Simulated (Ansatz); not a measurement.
# C₂H₆FNSSi: one species, many methods

One table from this session's results is given with a row withheld; the runs are named, their logs left out.

Computed with Ansatz 0.2.0, Gaussian basis. Level: functionals in def2-TZVPP, the program's frozen cores in correlated methods.

The runs, in order: PBE-D4, r2SCAN-D4, PBE0-D4, B3LYP-D4, ωB97X-V, ωB97M-V, B2PLYP; CCSD(T)/def2-TZVPP; MP2/def2-QZVPP; extrapolation to the limit.

### The relaxed structure

An earlier PBE0-D4 in a triple-zeta def2 set relaxation fixed the geometry.

SMILES `F[SiH]1CN1CS`, 12 atoms, charge 0, spin multiplicity 1.

Atoms are counted from 1 here; the program's logs count them from 0.

Bond lengths: F1–Si2 1.588 Å, Si2–C3 1.820 Å, Si2–N4 1.676 Å, Si2–H7 1.472 Å, C3–N4 1.496 Å, C3–H8 1.089 Å, C3–H9 1.093 Å, N4–C5 1.415 Å, C5–S6 1.838 Å, C5–H10 1.091 Å, C5–H11 1.092 Å, S6–H12 1.342 Å. Angles: F1–Si2–C3 124.2°, F1–Si2–N4 118.3°, F1–Si2–H7 106.9°, C3–Si2–N4 50.5°, C3–Si2–H7 123.9°, N4–Si2–H7 123.3°, Si2–C3–N4 59.8°, Si2–C3–H8 124.6°, Si2–C3–H9 117.6°, N4–C3–H8 115.1°, N4–C3–H9 115.4°, H8–C3–H9 113.1°, Si2–N4–C3 69.8°, Si2–N4–C5 146.1°, C3–N4–C5 124.8°, N4–C5–S6 116.5°, N4–C5–H10 109.3°, N4–C5–H11 111.1° and more.

As a file:

```xyz
12
charge 0, multiplicity 1
F     0.2682   -2.8853   -1.1525
Si    0.6332   -1.6076   -0.2828
C    -0.4987   -0.8216    0.9065
N    -0.3101   -0.2331   -0.4557
C    -0.3257    1.1517   -0.7456
S     0.9166    2.1866    0.1278
H     2.1000   -1.5727   -0.1666
H    -1.5077   -1.1696    1.1234
H    -0.0541   -0.2540    1.7286
H    -0.1038    1.3011   -1.8035
H    -1.3084    1.5843   -0.5454
H     0.2676    2.2652    1.2996
```

The first run:

in.yaml

```yaml
crystal:
  periodic: [false, false, false]
  atoms:
    - {symbol: F, position_ang: [0.268174, -2.885342, -1.152548]}
    - {symbol: Si, position_ang: [0.633172, -1.607644, -0.282842]}
    - {symbol: C, position_ang: [-0.498737, -0.821580, 0.906532]}
    - {symbol: N, position_ang: [-0.310143, -0.233106, -0.455732]}
    - {symbol: C, position_ang: [-0.325654, 1.151701, -0.745562]}
    - {symbol: S, position_ang: [0.916619, 2.186580, 0.127814]}
    - {symbol: H, position_ang: [2.100005, -1.572742, -0.166605]}
    - {symbol: H, position_ang: [-1.507673, -1.169632, 1.123362]}
    - {symbol: H, position_ang: [-0.054102, -0.253968, 1.728637]}
    - {symbol: H, position_ang: [-0.103821, 1.301061, -1.803512]}
    - {symbol: H, position_ang: [-1.308417, 1.584307, -0.545390]}
    - {symbol: H, position_ang: [0.267575, 2.265166, 1.299646]}
basis:
  gaussian: {orbitals: def2-TZVPP}
hamiltonian: {xc: pbe, dispersion: d4}
output: {forces: true, orbitals: {seedname: orbitals}}
```

Launch:

```console
$ ansatz run in.yaml --threads 2 --pin off --events-out ev --progress --plain --max-ram 22528MiB --backend cuda --devices 0, --max-vram 18GiB
```

Among the steps run: PBE-D4 (GGA); r2SCAN-D4 (meta-GGA); PBE0-D4 (hybrid); B3LYP-D4 (hybrid); ωB97X-V (range-separated); ωB97M-V (range-separated); B2PLYP (double hybrid); CCSD(T) in def2-TZVPP; MP2 in def2-QZVPP.

One of the session's tables, all rows but one given; the rest of the session is left out.

```
            method  atomisation energy (kJ/mol)
            PBE-D4                       4523.4
         r2SCAN-D4                       4420.5
           PBE0-D4                       4426.0
          B3LYP-D4                       4406.6
           ωB97X-V                       4438.3
           ωB97M-V                            ?
            B2PLYP                       4354.0
     HF/def2-TZVPP                       3080.4
    MP2/def2-TZVPP                       4368.0
   CCSD/def2-TZVPP                       4194.3
CCSD(T)/def2-TZVPP                       4272.8
           MP2/CBS                       4505.5
       CCSD(T)/CBS                       4410.3
```

Estimate the missing values for ωB97M-V.

**Answer.** atomisation energy (kJ/mol): 4435.3. In the column «atomisation energy (kJ/mol)» it lies between PBE0-D4 (4426.0) and ωB97X-V (4438.3).
